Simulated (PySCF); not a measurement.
# BrClH4Si2: the cost of one run

Computed with PySCF 2.14.0; each step states its level. No surroundings beyond the atoms listed, unless a continuum is named. Atoms count from 0, parts from 1.

## 1. The system as given

Each species was relaxed by itself at PBE0-D3(BJ)/def2-SVPD.

## 2. Energies of the species: wB97M-D3(BJ)/def2-TZVPD

The job: settings as JSON, then the geometry in Å.

```
{"job": {"kind": "react", "xc": "wB97M-D3(BJ)", "basis": "def2-TZVPD"}, "charge": 0, "multiplicity": 1}
-1 ClH5Si2 charge 0 multiplicity 1
Si     0.774600    -0.556430    -0.549950
Si    -0.854490     0.452540     0.796540
Cl    -0.365350     0.075840     2.796940
H      2.109050     0.038820    -0.247260
H      0.802900    -2.023460    -0.278450
H      0.441010    -0.323300    -1.988380
H     -2.214460    -0.111890     0.561390
H     -0.898280     1.932920     0.622850

-1 Br2 charge 0 multiplicity 1
Br     1.150550    -0.003030     0.001930
Br    -1.150820     0.004930    -0.004140

+1 BrClH4Si2 charge 0 multiplicity 1
Si    -0.793800    -0.811970    -0.032980
Si     1.026480     0.657220     0.001950
Cl     1.172310     1.498600     1.898320
Br     0.672760     2.275680    -1.492260
H     -0.898270    -1.423920    -1.389840
H     -2.022490    -0.028120     0.280100
H     -0.582510    -1.876220     0.992080
H      2.353650     0.062890    -0.309480

+1 BrH charge 0 multiplicity 1
Br     0.715060    -0.002390     0.002730
H     -0.708660     0.005740    -0.003480
```

Method: wB97M-D3(BJ)/def2-TZVPD reaction energy of separated species, gas phase.

Started as:

```
$ OMP_NUM_THREADS=1 python cluster_run.py task.json out
```

The driver reads the jobs from task.json and runs them one after another.

Q: Estimate the wall time and peak memory of this first job on 1 thread of Arm Neoverse V2, shared host.

About 40 s, with a peak of 0.79 GiB.
